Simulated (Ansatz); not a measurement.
# C2H5NSi: basis-set convergence

Aim: see how fast density functionals converge with the basis set for C2H5NSi.

The runs use Ansatz 0.2.0, Gaussian basis; one geometry, several basis sets.

Plan: PBE0-D4/def2-SVP; ωB97M-V/def2-SVP; PBE0-D4/def2-QZVPP; ωB97M-V/def2-QZVPP; the functionals' def2-TZVPP values are taken from earlier runs.

### Step 1. The relaxed structure

All runs share one geometry, relaxed beforehand with PBE0-D4 in a triple-zeta def2 set.

SMILES `[SiH3]C1=CN1`, 9 atoms, charge 0, spin multiplicity 1.

Atoms are counted from 1 here; the program's logs count them from 0.

Bond lengths: Si1–C2 1.829 Å, Si1–H5 1.485 Å, Si1–H6 1.484 Å, Si1–H7 1.484 Å, C2–C3 1.280 Å, C2–N4 1.558 Å, C3–N4 1.456 Å, C3–H8 1.077 Å, N4–H9 1.024 Å. Angles: C2–Si1–H5 109.2°, C2–Si1–H6 108.9°, C2–Si1–H7 109.4°, H5–Si1–H6 109.9°, H5–Si1–H7 109.0°, H6–Si1–H7 110.5°, Si1–C2–C3 160.7°, Si1–C2–N4 137.8°, C3–C2–N4 60.8°, C2–C3–N4 69.1°, C2–C3–H8 153.0°, N4–C3–H8 137.7°, C2–N4–C3 50.1°, C2–N4–H9 107.6°, C3–N4–H9 108.1°.

As a file:

```mol
C2H5NSi
  3D, bonds by distance, orders not assigned

  9  9  0  0  0  0  0  0  0  0999 V2000
    0.4318    1.0518   -0.9594 Si  0  0
   -0.1714   -0.1629    0.2670 C   0  0
   -0.7553   -0.6526    1.2950 C   0  0
   -0.3998   -1.7018    0.3498 N   0  0
    1.8875    0.8480   -1.1720 H   0  0
    0.1831    2.4200   -0.4418 H   0  0
   -0.2779    0.8465   -2.2468 H   0  0
   -1.2865   -0.5674    2.2276 H   0  0
    0.4769   -2.1279    0.6636 H   0  0
  1  2  8  0
  2  3  8  0
  3  4  8  0
  1  5  8  0
  1  6  8  0
  1  7  8  0
  3  8  8  0
  4  9  8  0
  2  4  8  0
M  END
```

### Step 2. PBE0-D4 in def2-SVP

The input, in.yaml:

```yaml
crystal:
  periodic: [false, false, false]
  atoms:
    - {symbol: Si, position_ang: [0.431831, 1.051844, -0.959372]}
    - {symbol: C, position_ang: [-0.171444, -0.162938, 0.266980]}
    - {symbol: C, position_ang: [-0.755336, -0.652594, 1.295033]}
    - {symbol: N, position_ang: [-0.399758, -1.701840, 0.349808]}
    - {symbol: H, position_ang: [1.887546, 0.847962, -1.172031]}
    - {symbol: H, position_ang: [0.183130, 2.419981, -0.441825]}
    - {symbol: H, position_ang: [-0.277919, 0.846547, -2.246842]}
    - {symbol: H, position_ang: [-1.286491, -0.567355, 2.227565]}
    - {symbol: H, position_ang: [0.476941, -2.127910, 0.663584]}
basis:
  gaussian: {orbitals: def2-SVP}
hamiltonian: {xc: pbe0, dispersion: d4}
output: {orbitals: {seedname: orbitals}}
```

Launch:

```
$ ansatz run in.yaml --threads 2 --pin off --events-out ev --progress --plain --max-ram 4352MiB
```

After this run come: ωB97M-V in def2-SVP; PBE0-D4 in def2-QZVPP; ωB97M-V in def2-QZVPP.

**Question.** What will the summary of the whole plan be? Wanted: PBE0-D4: double and triple zeta above quadruple; ωB97M-V: double and triple zeta above quadruple.

As calculated:

```
                                       quantity          value
PBE0-D4: double and triple zeta above quadruple  7.40, 0.48 eV
ωB97M-V: double and triple zeta above quadruple  7.56, 0.44 eV
```

What this shows: For PBE0-D4 the step from double to triple zeta gains 6.92 eV and the next only 0.48 eV. Total energies overstate the basis error of differences, where much of it tends to cancel.
